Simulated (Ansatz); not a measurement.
# Ti3S2 (R32) in Ansatz: band structure with PBEsol

Aim: the band structure of Ti3S2 with PBEsol.

All numbers are computed with Ansatz 0.2.0; they aren't measurements. Logs are shortened: lines on timing, memory, paths and dates and some standing lists are left out, and cuts for length are marked.

## 1. Starting point

Symmetry: R32, No. 155, trigonal system. Conventional cell: a = 5.426 Å, b = 5.426 Å, c = 9.713 Å, α = 90.00°, β = 90.00°, γ = 120.00°. Ti (site symmetry 2) is surrounded by 4 S at 2.42 to 2.44 Å. Around S (site symmetry 3) lie 6 Ti at 2.42 to 2.44 Å.

The cell comes from a database or a generator and needn't be the stable form of this composition.

## 2. Band structure, PBEsol

The input, input.yaml:

```yaml
crystal:
  lattice:
    - [2.7131139241, 1.5664170544, 3.2376184047]
    - [-2.7131139241, 1.5664170544, 3.2376184047]
    - [0.0, -3.1328341088, 3.2376184047]
  atoms:
    - { symbol: Ti, position: [0.0, 0.335655, 0.664345] }
    - { symbol: Ti, position: [0.664345, 0.0, 0.335655] }
    - { symbol: Ti, position: [0.335655, 0.664345, 0.0] }
    - { symbol: S, position: [0.167839, 0.167839, 0.167839] }
    - { symbol: S, position: [0.832161, 0.832161, 0.832161] }
hamiltonian:
  xc: pbesol
  pseudopotentials: { kind: paw }
kpoints:
  mp_grid: { grid: [6, 6, 6] }
  band_path:
    path:
      - [[0.0, 0.0, 0.0], [0.5, 0.0, 0.0], [0.5, 0.3227197041, -0.3227197041]]
      - [[0.6772802959, 0.5, 0.3227197041], [0.5, 0.5, 0.5], [0.0, 0.0, 0.0], [0.4113598521, 0.0, -0.4113598521]]
      - [[0.5886401479, 0.4113598521, 0.0], [0.5, 0.5, 0.0], [0.5886401479, 0.5886401479, 0.3227197041], [0.5, 0.5, 0.5]]
      - [[0.5, 0.0, 0.0], [0.6772802959, 0.4113598521, 0.4113598521]]
    npoints: 14
scf:
  occupations: { method: fermi_dirac, width: 0.05 }
  n_extra_bands: 12
output:
  forces: true
  stress: true
  eigenvalues: true
  fatbands: true
```

Potentials or basis: Ansatz PAW.

Run with:

```
> ansatz run input.yaml --threads 2 --pin off --max-ram 5632MiB --backend cpu --events-out ev --progress --plain --runs-dir out
```

The program printed:

```text
Warning: RAYON_NUM_THREADS=2 ignored (pool sized by the plan → 2); use --threads N
scf.n_extra_bands = 12 over 24 filled bands (N_el = 48.0): the run solves 36 bands
Engine: ansatz 0.2.0, x86_64-unknown-linux-gnu
Pseudopotentials: kind: paw
Pseudopotential: Ti, paw, valence charge 12, recommended cutoff 420 eV (normal), Ti.paw.azcp
Pseudopotential: S, paw, valence charge 6, recommended cutoff 420 eV (normal), S.paw.azcp
Functional definition: PBEsol
  exchange = pbesol_x
  correlation = pbesol_c
Crystal: 5 atoms, lattice volume = 82.557 Å³
Basis set: ecut = 420 eV, 1613 PW (Γ), exchange–correlation on 64×64×64 points (8 copies of the dense FFT grid, shifted against one another)
Bands: 36, of which v1, the nominal top of the filled ones, is band 24 counted from 1 (23 counted from 0)
Symmetry: 6 space group operations
Space group: R32 (ITA 155), of the structure as read, at distance tolerance 4.4e-5 Å
k-points: 32 of 216 (time reversal used)
Non-local potential: Ti, projectors of the file, l = 0: 3, l = 1: 2, l = 2: 3, l = 3: 1
Non-local potential: S, projectors of the file, l = 0: 2, l = 1: 2, l = 2: 2
PAW form: soft (Blöchl's): semilocal exchange-correlation on the pseudo side does not see the compensation charge
PAW frozen core: Ti, regenerated for the run's functional, and the local potential with it (the file was generated under x = pbe(κ = 0.804, μ = 0.2195149727645171), c = pbe(β = 0.06672455060314922))
PAW frozen core: S, regenerated for the run's functional, and the local potential with it (the file was generated under x = pbe(κ = 0.804, μ = 0.2195149727645171), c = pbe(β = 0.06672455060314922))
PAW one-centre angular grid: Ti, 590 points (default); XC on 64 Gauss nodes
PAW one-centre angular grid: S, 110 points (default); XC on 64 Gauss nodes
Initial density: superposition of atomic densities (neutral atoms: chi_scale 0, normalization atom), corrected by the library's trained network
Initial wavefunctions: pseudopotential atomic-orbital guess
Functional: x = pbesol(κ = 0.804, μ = 0.12345679012345678), c = pbesol(β = 0.046)
SCF iter   1: F=—  HF=-9196.821437 eV  |F-HF|=—  |Δ(HF+E_count)|=         —  Δρ=1.03e-2  dr2=7.34e-2  ethr=1.77e-3  ⟨swp⟩=5.4  Hψ=4952  notcnv=0  defer=26
preconditioner: auto → Kerker (q_TF=auto, 2.493 Å⁻¹)  [metal: Δε(μ)=0.069 eV  Ē_g=7.438 eV  σ=0.050 eV  W_gap=0.33  n_scr=20 (ndim 8)  ℏωp=20.0 eV  f_vac=0.000  D(μ)=1.98/eV (n_scr^D=14)]
SCF iter   2: F=—  HF=-9196.807352 eV  |F-HF|=—  |Δ(HF+E_count)|=   1.41e-2  Δρ=4.97e-3  dr2=1.78e-2  ethr=1.53e-4  ⟨swp⟩=2.0  Hψ=1725  notcnv=0  defer=47
SCF iter   3: F=—  HF=-9196.804508 eV  |F-HF|=—  |Δ(HF+E_count)|=   2.84e-3  Δρ=9.92e-4  dr2=8.91e-4  ethr=3.70e-5  ⟨swp⟩=2.7  Hψ=1980  notcnv=0  defer=47
SCF iter   4: F=—  HF=-9196.804429 eV  |F-HF|=—  |Δ(HF+E_count)|=   7.89e-5  Δρ=1.96e-4  dr2=3.46e-5  ethr=1.86e-6  ⟨swp⟩=2.0  Hψ=1403  notcnv=0  defer=47
SCF iter   5: F=—  HF=-9196.804412 eV  |F-HF|=—  |Δ(HF+E_count)|=   1.69e-5  Δρ=4.14e-5  dr2=1.26e-6  ethr=7.21e-8  ⟨swp⟩=2.0  Hψ=1402  notcnv=0  defer=47
SCF iter   6: F=—  HF=-9196.804412 eV  |F-HF|=—  |Δ(HF+E_count)|=   4.91e-9  Δρ=1.25e-5  dr2=1.75e-7  ethr=2.08e-10  ⟨swp⟩=8.9  Hψ=5084  notcnv=0
SCF iter   7: F=-9196.804412 eV  HF=-9196.804412 eV  |F-HF|=9.22e-9  |Δ(HF+E_count)|=   2.19e-8  Δρ=3.30e-6  dr2=1.76e-8  ethr=2.08e-10  ⟨swp⟩=4.0  Hψ=3057  notcnv=0
SCF 1 converged in 7 iterations: F = -9196.804412 eV  dr2 = 1.76e-8
NSCF: frozen V_eff on 130 k-points
SCF converged after 7 iterations
Free energy (F): -9196.804412 eV
Harris-Foulkes:  -9196.804412 eV  (|F-HF|=9.22e-9)
Internal energy: -9196.785112 eV  (E = F + TS)
E sigma→0 (E₀):  -9196.794762 eV
Entropy (-TS):   -0.019300 eV (-3.860 meV/atom)
Fermi energy:    12.162736 eV
--- Per-component energies (eV) ---
  E_band       = -475.843116
  E_kinetic    = 1038.559963
  E_local      = -2953.476357  (includes V_loc(G=0)·N_el)
  E_nonlocal   = 85.393750
  E_hartree    = 1210.176165
  E_xc         = -486.034857
  E_vxc        = -544.311134  (∫ρ·V_xc dr)
  E_paw        = -4236.684162  (= ΣΔE_a)
  E_vpaw       = -522.363109  (= ΣTr[D̂ρ^β])
  E_aug_tail   = 0.000387  (compensation charges beyond the density's cutoff)
  E_ewald      = -3855.262052
  E_core_change = 0.542052  (= ΣΔE_core)
  E_smearing   = -0.019300  (= −TS)
  E_closure    = 0.000000  (closes the sum)
  Σ components = -9196.804412   (vs F -9196.804412, Δ=0.00e0)
--- Forces (eV/Å), atoms counted from 1 ---
  atom   1  Ti     0.02207298    -0.03823152    -0.00000000
  atom   2  Ti     0.02207298     0.03823152    -0.00000000
  atom   3  Ti    -0.04414596    -0.00000000    -0.00000000
  atom   4  S     -0.00000000     0.00000000     0.03137282
  atom   5  S     -0.00000000     0.00000000    -0.03137282
  max |Σ_I F_I| component: 4.51e-16 eV/Å
--- Stress (GPa, compression-positive) ---
       -4.213634       0.000000      -0.000000
        0.000000      -4.213634      -0.000000
       -0.000000       0.000000      -4.981147
  P = ⅓ Tr σ = -4.4695 GPa (-44.695 kbar)
--- Band table (eV; the first three rows and the last of 32) ---
  k-point 0: bands = ["-44.5672", "-44.5172", "-44.5172", "-21.0342", "-21.0342", "-20.9890", "-20.9742", "-20.9554", "-20.9548", "-20.9548", "-20.7762", "-20.7762", "-3.1232", "-1.2115", "6.1878", "6.1878", "6.5027", "7.9792", "8.2657", "8.2657", "10.0245", "10.7482", "12.1512", "12.1512", "12.7378", "12.7378", "13.9473", "13.9473", "14.1084", "14.6133", "14.6133", "14.9973", "15.4812", "15.4812", "15.5792", "16.3554"]
  k-point 1: bands = ["-44.5636", "-44.5211", "-44.5168", "-21.0562", "-21.0146", "-21.0134", "-20.9956", "-20.9708", "-20.9189", "-20.9016", "-20.8014", "-20.7816", "-2.9922", "-1.3007", "6.0878", "6.3092", "6.5249", "7.7194", "8.0869", "8.4031", "10.2937", "11.0061", "11.9800", "12.0706", "12.4911", "12.9124", "13.4764", "13.8471", "14.3907", "14.5855", "14.8268", "14.8968", "15.0832", "15.4676", "16.1580", "16.1970"]
  k-point 2: bands = ["-44.5540", "-44.5295", "-44.5179", "-21.0734", "-21.0354", "-21.0015", "-20.9912", "-20.9749", "-20.8838", "-20.8610", "-20.8456", "-20.7973", "-2.6588", "-1.5510", "6.1594", "6.2094", "6.5496", "7.4074", "7.8509", "8.6878", "10.7714", "11.3320", "11.7823", "11.8204", "12.1276", "13.0675", "13.2563", "13.5866", "14.2320", "14.6580", "14.7500", "14.8927", "15.1499", "15.2734", "15.7647", "17.0039"]
  k-point 31: bands = ["-44.5537", "-44.5233", "-44.5233", "-21.1531", "-21.0112", "-20.9653", "-20.9653", "-20.9628", "-20.9606", "-20.9606", "-20.7627", "-20.7627", "-2.0099", "-1.3378", "4.8488", "6.1117", "6.1117", "7.5179", "8.0658", "8.0658", "11.3412", "11.9876", "11.9876", "12.1141", "12.4708", "12.4708", "12.9849", "12.9849", "14.0677", "14.1947", "14.1947", "14.4015", "14.4015", "14.7229", "15.7588", "17.2212"]
```

Wall time 18 s (2 threads of AMD EPYC 7R13 (Zen 3), shared host); peak memory 0.49 GiB.

Results:

- Free energy: -9196.8044 eV
- Pressure: -4.5 GPa
- Largest force: 0.044 eV/Å
- Band gap on the k mesh: none (metal or under the smearing width)

Forces on the atoms (eV/Å):
```
Ti   0.022 -0.038  0.000
Ti   0.022  0.038  0.000
Ti  -0.044  0.000  0.000
S    0.000  0.000  0.031
S    0.000  0.000 -0.031
```

Levels at the corners of the path, in eV from the Fermi level:
| point | band 20 | band 21 | band 22 | band 23 | band 24 | band 25 | band 26 | band 27 | band 28 | band 29 |
| --- | --- | --- | --- | --- | --- | --- | --- | --- | --- | --- |
| Γ | -3.90 | -2.14 | -1.41 | -0.01 | -0.01 | 0.58 | 0.58 | 1.78 | 1.78 | 1.95 |
| L | -3.26 | -0.92 | -0.89 | -0.67 | -0.44 | -0.15 | 0.83 | 1.29 | 1.38 | 1.85 |
| B1 | -3.50 | -1.03 | -0.76 | -0.53 | -0.34 | 0.38 | 0.67 | 0.71 | 1.10 | 1.76 |
| B | -3.50 | -1.03 | -0.76 | -0.53 | -0.34 | 0.38 | 0.67 | 0.71 | 1.10 | 1.76 |
| Z | -4.10 | -0.82 | -0.18 | -0.18 | -0.05 | 0.31 | 0.31 | 0.82 | 0.82 | 1.90 |
| Γ | -3.90 | -2.14 | -1.41 | -0.01 | -0.01 | 0.58 | 0.58 | 1.78 | 1.78 | 1.95 |
| X | -3.16 | -1.39 | -1.08 | -0.75 | -0.26 | 0.28 | 0.68 | 1.35 | 1.59 | 1.64 |
| Q | -3.16 | -1.39 | -1.08 | -0.75 | -0.26 | 0.28 | 0.68 | 1.35 | 1.59 | 1.64 |
| F | -3.36 | -1.45 | -1.03 | -0.69 | -0.21 | 0.10 | 0.67 | 1.37 | 1.54 | 1.55 |
| P1 | -3.65 | -0.97 | -0.71 | -0.40 | -0.26 | 0.31 | 0.58 | 0.68 | 1.04 | 1.67 |
| Z | -4.10 | -0.82 | -0.18 | -0.18 | -0.05 | 0.31 | 0.31 | 0.82 | 0.82 | 1.90 |
| L | -3.26 | -0.92 | -0.89 | -0.67 | -0.44 | -0.15 | 0.83 | 1.29 | 1.38 | 1.85 |
| P | -3.65 | -0.97 | -0.71 | -0.40 | -0.26 | 0.31 | 0.58 | 0.68 | 1.04 | 1.67 |

Caveat: the PAW data sets come from PBE, with cores solved anew for the run's functional, which leaves a small shift of forces and pressure.

## 3. The reference run

An earlier run on the cell as given: functional PBEsol; potentials or basis Ansatz PAW; cutoff 420 eV (not typed: the program's choice for these potentials); k mesh 6 × 6 × 6; occupations fermi-dirac, width 0.05 eV; no spin polarisation.

- Pressure: -4.5 GPa
- Largest force: 0.044 eV/Å
- Band gap on the k mesh: none (metal or under the smearing width)
